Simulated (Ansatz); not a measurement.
# Cl2GeH2O (built from SMILES [OH][GeH]([Cl])[Cl]): a reaction path by the nudged elastic band

What path joins these two structures, and how high does it climb? Both ends were relaxed at PBE0-D4 in triple zeta. A second band with other settings follows.

Computed with Ansatz 0.2.0, Gaussian basis. Level: PBE0-D4/def2-SVP.

16 further runs of the same task are left out: 16 set aside as unsound or not needed.

### 1 The starting structure

The first end: 6 atoms, charge 0, spin multiplicity 1.

Atoms are counted from 1 here; the program's logs count them from 0.

Bond lengths: Ge1–O2 1.792 Å, Ge1–Cl5 2.199 Å, O2–H6 0.964 Å, H3–Cl4 1.300 Å. Angles: O2–Ge1–Cl5 97.4°, Ge1–O2–H6 115.7°.

As a file:

```
atom    x (Å)    y (Å)    z (Å)
 Ge1   1.3869  -0.1909   0.9520
  O2  -0.1338  -0.1557   0.0052
  H3  -0.6561   1.1838  -1.1329
 Cl4  -0.9247   2.1903  -1.9108
 Cl5   1.0469  -2.1155   1.9595
  H6  -0.7193  -0.9120   0.1270
```

The second end:

```xyz
6
charge 0, multiplicity 1
Ge    1.3130    0.4017    0.2863
O    -0.1698   -0.7304   -0.9230
H    -0.7906   -0.0304   -1.1749
Cl   -0.0536    2.1546   -0.0070
Cl    0.3206   -0.5427    2.0610
H    -0.6196   -1.2529   -0.2423
```

### 2 The band at PBE0-D4/def2-SVP

neb/in.yaml reads:

```yaml
crystal:
  periodic: [false, false, false]
  atoms:
    - {symbol: Ge, position_ang: [1.386915, -0.190944, 0.951979]}
    - {symbol: O, position_ang: [-0.133791, -0.155727, 0.005174]}
    - {symbol: H, position_ang: [-0.656116, 1.183837, -1.132873]}
    - {symbol: Cl, position_ang: [-0.924658, 2.190326, -1.910781]}
    - {symbol: Cl, position_ang: [1.046902, -2.115457, 1.959501]}
    - {symbol: H, position_ang: [-0.719254, -0.912036, 0.126999]}
basis:
  gaussian: {orbitals: def2-SVP}
hamiltonian: {xc: pbe0, dispersion: d4}
neb:
  images: 5
  climbing: true
  max_iterations: 40
  initial_path: idpp
  final_atoms:
    - {symbol: Ge, position_ang: [1.313008, 0.401683, 0.286262]}
    - {symbol: O, position_ang: [-0.169800, -0.730356, -0.923007]}
    - {symbol: H, position_ang: [-0.790593, -0.030395, -1.174888]}
    - {symbol: Cl, position_ang: [-0.053636, 2.154616, -0.007039]}
    - {symbol: Cl, position_ang: [0.320615, -0.542688, 2.060956]}
    - {symbol: H, position_ang: [-0.619592, -1.252860, -0.242285]}
```

Command:

```sh
$ ansatz run in.yaml --threads 4 --pin off --events-out ev --progress --plain --max-ram 9574MiB
```

### 3 The band at BHLYP-D4/STO-3G, other settings

neb/in.yaml, as its differences from that of step 2:

```diff
@@ -10,9 +10,9 @@
 basis:
-  gaussian: {orbitals: def2-SVP}
-hamiltonian: {xc: pbe0, dispersion: d4}
+  gaussian: {orbitals: STO-3G}
+hamiltonian: {xc: {name: BHLYP}, dispersion: d4}
 neb:
-  images: 5
+  images: 7
   climbing: true
   max_iterations: 40
-  initial_path: idpp
+  initial_path: linear
   final_atoms:
```

**Question.** What will these runs give? Wanted: from earlier runs: barrier over the separately found saddle, CCSD(T)/def2-TZVPP.

As calculated:

| quantity | value |
| --- | --- |
| PBE0-D4/def2-SVP, 16 iterations | highest 0.014 eV (image 3), last end -0.865 eV |
| BHLYP-D4/STO-3G, 9 iterations | highest 0.000 eV (image 0), last end -1.450 eV |
| from earlier runs: barrier over the separately found saddle, CCSD(T)/def2-TZVPP | 0.297 eV |

What this shows: The highest image lies 0.014 eV above the first end, and it climbed, so it estimates the saddle. The ends are not quite minima at this level (largest force component 0.25 eV/Å), so the heights are unreliable: relaxing the first end would lower it and raise the barrier above it. The highest image is 0.283 eV below the CCSD(T) barrier in triple zeta, which comes from separate runs on the saddle. The second band's highest image lies at 0.000 eV, an end point, so it found no barrier.
